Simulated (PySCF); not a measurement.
**Au: interval between two levels with spin-orbit coupling**

Each state of gold is computed at each level; their differences give the interval between two levels. How far do the methods differ?

Program: PySCF 2.14.0. Level of theory: two-component X2C-1e, generalised determinants. These are calculated values, not measurements, unless marked.

### Step 1. The system

- Element: gold (Z = 79)
- Basis: x2c-SVPall-2c with one added diffuse shell each of s, d type (8s9p10d2f, 99 functions)
- Hamiltonian: two-component X2C-1e, Gaussian nucleus, no Breit or QED terms; spin-orbit coupling, run by run: off; screened by Boettger's factors
- Core shells frozen in the correlated runs: [Kr] 4d10 4f14 (for Au)
- State 1: Au 4f14 5d9 6s1 6p1 4F9/2: [Xe] 4f14 5d9 6s1 6p1; 5d3/2 filled at m_j = -3/2, -1/2, +1/2, +3/2; 5d5/2 filled at m_j = -3/2, -1/2, +1/2, +3/2, +5/2; 6s1/2 filled at m_j = +1/2; 6p3/2 filled at m_j = +3/2
- Needed too, but not shown: Au [Xe] 4f14 5d10 6s1 (2S)
- Methods: GHF, GMP2

Outer shells as boxes (Hund's rule):

Au [Xe] 4f14 5d9 6s1 6p1
```
[Xe] core
4f [↑↓][↑↓][↑↓][↑↓][↑↓][↑↓][↑↓]
5d [↑↓][↑↓][↑↓][↑↓][↑ ]
6s [↑ ]
6p [↑ ][  ][  ]
```

A driver program built on PySCF's X2C-1e integrals ran all steps in one process from the settings above; there is no separate input file.

The driver's launch:

```
$ OMP_NUM_THREADS=1 python sorun2.py TASK.json OUT
```

The integrals over 99 functions and the set-up took 7.3 s of CPU time.

### Step 2. Au 4f14 5d9 6s1 6p1 4F9/2, method by method

#### GHF (spin-free)

Output:

```text
cycle= 1 E= -18996.2768242575  delta_E= -1.9e+04  |FDS-SDF|= 0.0179
cycle= 2 E= -18996.2816874126  delta_E= -0.00486  |FDS-SDF|= 0.00491
cycle= 3 E= -18996.2823266665  delta_E= -0.000639  |FDS-SDF|= 0.00178
cycle= 4 E= -18996.2824924450  delta_E= -0.000166  |FDS-SDF|= 0.000714
cycle= 5 E= -18996.2825528859  delta_E= -6.04e-05  |FDS-SDF|= 0.000299
cycle= 6 E= -18996.2825695034  delta_E= -1.66e-05  |FDS-SDF|= 0.00013
cycle= 7 E= -18996.2825730846  delta_E= -3.58e-06  |FDS-SDF|= 1.81e-05
cycle= 8 E= -18996.2825731224  delta_E= -3.78e-08  |FDS-SDF|= 4.25e-06
cycle= 9 E= -18996.2825731235  delta_E= -1.07e-09  |FDS-SDF|= 7.2e-07
```

It took 3.1 s on 1 thread of Intel Xeon 6975P-C, shared host, the integrals not counted.

Occupied spinors (without spin-orbit coupling the j labels only name the start):

| spinor shell | electrons | mean energy (eV) | weight of the nominal j | rms radius (bohr) |
| --- | --- | --- | --- | --- |
| 1s1/2 | 2 | -81176.8 | 1.000 | 0.0190 |
| 2s1/2 | 2 | -14479.4 | 1.000 | 0.0768 |
| 2p3/2 | 4 | -12531.1 | 0.833 | 0.0707 |
| 2p1/2 | 2 | -12531.3 | 0.667 | 0.0707 |
| 3s1/2 | 2 | -3490.3 | 1.000 | 0.196 |
| 3p3/2 | 4 | -2916.1 | 0.833 | 0.199 |
| 3p1/2 | 2 | -2916.3 | 0.667 | 0.199 |
| 3d3/2 | 4 | -2292.7 | 0.700 | 0.182 |
| 3d5/2 | 6 | -2292.6 | 0.800 | 0.182 |
| 4s1/2 | 2 | -798.58 | 1.000 | 0.432 |
| 4p3/2 | 4 | -606.94 | 0.833 | 0.461 |
| 4p1/2 | 2 | -607.28 | 0.667 | 0.461 |
| 4d3/2 | 4 | -372.08 | 0.700 | 0.492 |
| 4d5/2 | 6 | -371.79 | 0.800 | 0.492 |
| 5s1/2 | 2 | -132.82 | 1.000 | 0.997 |
| 4f7/2 | 8 | -108.81 | 0.786 | 0.544 |
| 4f5/2 | 6 | -108.99 | 0.714 | 0.545 |
| 5p3/2 | 4 | -78.897 | 0.833 | 1.15 |
| 5p1/2 | 2 | -80.232 | 0.667 | 1.15 |
| 5d5/2 | 5 | -16.921 | 0.759 | 1.67 |
| 5d3/2 | 4 | -17.271 | 0.700 | 1.64 |
| 6s1/2 | 1 | -11.494 | 0.992 | 3.02 |
| 6p3/2 | 1 | -4.733 | 1.000 | 4.01 |

M_J = 9/2, ⟨J²⟩ = 24.779, ⟨L²⟩ = 12.025, ⟨S²⟩ = 3.754.

#### GMP2 (spin-free)

This step left no log, only its results.

Time after the integrals: 0.35 s (1 thread of Intel Xeon 6975P-C, shared host).

With 19 electrons correlated and 22 very high virtual spinors dropped, the MP2 correlation energy is -0.27254 hartree. Largest pairs: 5d3/2-5d5/2 -0.0788, 5d5/2-5d5/2 -0.0466, 5d3/2-5d3/2 -0.0296, 5d5/2-5p3/2 -0.0247, 5d3/2-5p3/2 -0.0180.

#### GHF (screened spin-orbit)

Output:

```text
cycle= 1 E= -19025.4083452842  delta_E= -1.9e+04  |FDS-SDF|= 0.117
cycle= 2 E= -19025.4316105559  delta_E= -0.0233  |FDS-SDF|= 0.00562
cycle= 3 E= -19025.4325416303  delta_E= -0.000931  |FDS-SDF|= 0.00243
cycle= 4 E= -19025.4327302891  delta_E= -0.000189  |FDS-SDF|= 0.000941
cycle= 5 E= -19025.4328038157  delta_E= -7.35e-05  |FDS-SDF|= 0.000393
cycle= 6 E= -19025.4328271026  delta_E= -2.33e-05  |FDS-SDF|= 0.000217
cycle= 7 E= -19025.4328379381  delta_E= -1.08e-05  |FDS-SDF|= 5.25e-05
cycle= 8 E= -19025.4328384916  delta_E= -5.54e-07  |FDS-SDF|= 1.37e-05
cycle= 9 E= -19025.4328385175  delta_E= -2.59e-08  |FDS-SDF|= 4.94e-06
cycle= 10 E= -19025.4328385214  delta_E= -3.89e-09  |FDS-SDF|= 1.63e-06
```

It took 6 s on 1 thread of Intel Xeon 6975P-C, shared host, the integrals not counted.

The outer occupied spinors:

| spinor shell | electrons | mean energy (eV) | weight of the nominal j | rms radius (bohr) |
| --- | --- | --- | --- | --- |
| 4f5/2 | 6 | -110.61 | 0.999 | 0.544 |
| 4f7/2 | 8 | -106.76 | 0.999 | 0.546 |
| 5p1/2 | 2 | -91.439 | 0.998 | 1.13 |
| 5p3/2 | 4 | -74.248 | 0.999 | 1.17 |
| 5d3/2 | 4 | -18.345 | 0.956 | 1.61 |
| 5d5/2 | 5 | -16.131 | 0.964 | 1.69 |
| 6s1/2 | 1 | -11.502 | 0.990 | 3.02 |
| 6p3/2 | 1 | -4.587 | 1.000 | 4.01 |

M_J = 9/2, ⟨J²⟩ = 24.783, ⟨L²⟩ = 12.164, ⟨S²⟩ = 3.896.

#### GMP2 (screened spin-orbit)

No log was kept for this step.

Time after the integrals: 0.33 s (1 thread of Intel Xeon 6975P-C, shared host).

With 19 electrons correlated and 22 very high virtual spinors dropped, the MP2 correlation energy is -0.27366 hartree. Largest pairs: 5d3/2-5d5/2 -0.0816, 5d5/2-5d5/2 -0.0457, 5d3/2-5d3/2 -0.0276, 5d5/2-5p3/2 -0.0254, 5d3/2-5p3/2 -0.0185.

### Step 3. Differences of total energies

Interval between two levels: Au [Xe] 4f14 5d10 6s1 [6s1/2^1, M_J = 1/2] → Au [Xe] 4f14 5d9 6s1 6p1 [5d3/2^4 5d5/2^5 6s1/2^1 6p3/2^1, M_J = 9/2].

| method | value (eV) |
| --- | --- |
| GHF (spin-free) | 5.447 |
| GMP2 (spin-free) | 6.673 |
| GHF (screened spin-orbit) | 4.953 |
| GMP2 (screened spin-orbit) | 6.172 |

The differences also use runs on Au [Xe] 4f14 5d10 6s1 (2S), which are not shown here.

### Step 4. Results

```
                                                quantity                                                       value
interval between two levels, Au → 4f14 5d9 6s1 6p1 4F9/2  GHF (spin-free) 5.447, GMP2 (screened spin-orbit) 6.172 eV
```

In words: The methods span 1.719 eV, from GHF (screened spin-orbit) (4.953) to GMP2 (spin-free) (6.673). No reference value is at hand in this session. Spin-orbit coupling moves the difference by -0.500 eV at GMP2. The basis is finite, and no extrapolation was made.
